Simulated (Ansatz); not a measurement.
**SiH4O (silanol) at HF/STO-3G**

Aim: the electronic atomisation energy of SiH4O (silanol) at HF/STO-3G, from 4 runs. 

The calculation is run with Ansatz 0.2.0.

47 further runs of the same task are left out: 47 set aside as unsound or not needed.

**1. The system as given**

SiH4O: 6 atoms, total charge 0, spin state singlet. SMILES: `O[SiH3]`. The coordinates come from a PBE0-D4/def2-TZVP relaxation.

Bond lengths: O1–Si2 1.648 Å, O1–H3 0.957 Å, Si2–H4 1.489 Å, Si2–H5 1.481 Å, Si2–H6 1.489 Å. Angles: O1–Si2–H4 111.7°, O1–Si2–H5 105.9°, O1–Si2–H6 111.7°, Si2–O1–H3 117.9°, H4–Si2–H5 109.9°, H4–Si2–H6 107.9°, H5–Si2–H6 109.9°.

**2. The energy at HF/STO-3G**

The input, job.yaml:

```yaml
crystal:
  periodic: [false, false, false]
  atoms:
    - {symbol: O, position_ang: [0.636700, -1.030300, 0.419000]}
    - {symbol: Si, position_ang: [-0.035700, 0.346500, -0.187000]}
    - {symbol: H, position_ang: [0.069100, -1.629200, 0.904700]}
    - {symbol: H, position_ang: [-1.128300, 0.045700, -1.152800]}
    - {symbol: H, position_ang: [1.060500, 1.064900, -0.875600]}
    - {symbol: H, position_ang: [-0.602300, 1.202400, 0.891700]}
basis:
  gaussian: {orbitals: STO-3G}
hamiltonian: {xc: hf}
accuracy: high
```

Run with:

```console
ansatz run job.yaml --threads 1 --pin off --max-ram 2610MiB --events-out events.jsonl --progress --plain --runs-dir runs
```

The program printed:

```text
Warning: RAYON_NUM_THREADS=1 ignored (pool sized by the plan → 1); use --threads N
Functional definition: HF
  name "HF"
  exchange = exact_x
  correlation = 0
314 factors; integrals over basis functions are off by at most 3.0e-8 eV
mean field evaluation 1: about -9842.7099 eV, gradient 1.9e1 eV
mean field evaluation 2: about -9842.7388 eV, gradient 1.9e1 eV
mean field evaluation 4: about -9844.0504 eV, gradient 8.6e-1 eV
mean field evaluation 8: about -9844.0536 eV, gradient 2.2e-6 eV
mean field -9844.05363517 eV, -361.7622985532 hartree, gradient 8.8e-9 eV, S^2 0.000000; 0 other end points of the search recorded, 0 dependent functions left out
reference -9844.05363517 eV, -361.7622985532 hartree; 13, 13 occupied and 5, 5 virtual orbitals, 314 factors
Total energy: -9844.05363517 eV, -361.7622985532 hartree
```

Run time: 0.08 s. Hardware: 1 thread of Arm Neoverse V2, shared host.

**3. The H atom at the same level**

The input, job.yaml:

```yaml
crystal:
  periodic: [false, false, false]
  atoms:
    - symbol: H
      position_ang: [0.000000, 0.000000, 0.000000]
basis:
  gaussian:
    orbitals: STO-3G
hamiltonian:
  xc: hf
magnetization:
  spin_polarized: true
  initial_magnetization: 1
accuracy: high
```

Run the same way, it converges to -0.46658 Eh (log not shown).

**4. The O atom at the same level**

The input, input.yaml:

```yaml
crystal:
  periodic: [false, false, false]
  atoms:
    - symbol: O
      position_ang: [0.000000, 0.000000, 0.000000]
basis:
  gaussian:
    orbitals: STO-3G
magnetization:
  spin_polarized: true
  initial_magnetization: 2
hamiltonian:
  xc: hf
accuracy: high
```

Run the same way, it converges to -73.80415 Eh (log not shown).

**5. The Si atom, same level**

The input, input.yaml:

```yaml
crystal:
  periodic: [false, false, false]
  atoms:
    - {symbol: Si, position_ang: [0.000000, 0.000000, 0.000000]}
basis:
  gaussian:
    orbitals: STO-3G
magnetization:
  spin_polarized: true
  initial_magnetization: 2
accuracy: high
hamiltonian:
  xc: hf
```

Run the same way, it converges to -285.46622 Eh (log not shown).

**6. Summary of results**

Level: HF/STO-3G.

| quantity | value |
| --- | --- |
| molecule: total energy | -361.76230 Eh |
| H atom: total energy | -0.46658 Eh |
| H atom: ⟨S²⟩ | 0.750 |
| O atom: total energy | -73.80415 Eh |
| O atom: ⟨S²⟩ | 2.000 |
| Si atom: total energy | -285.46622 Eh |
| Si atom: ⟨S²⟩ | 2.000 |
| electronic atomisation energy | 17.024 eV |

Taking the molecule apart into free atoms costs 17.02 eV (1643 kJ/mol), before zero-point energy and without spin-orbit coupling. Hartree–Fock lacks the correlation of the bonding pairs, which as a rule makes this value much too low; in minimal bases other errors can mask that. In a minimal basis such a difference can be off by several eV, whatever the method.
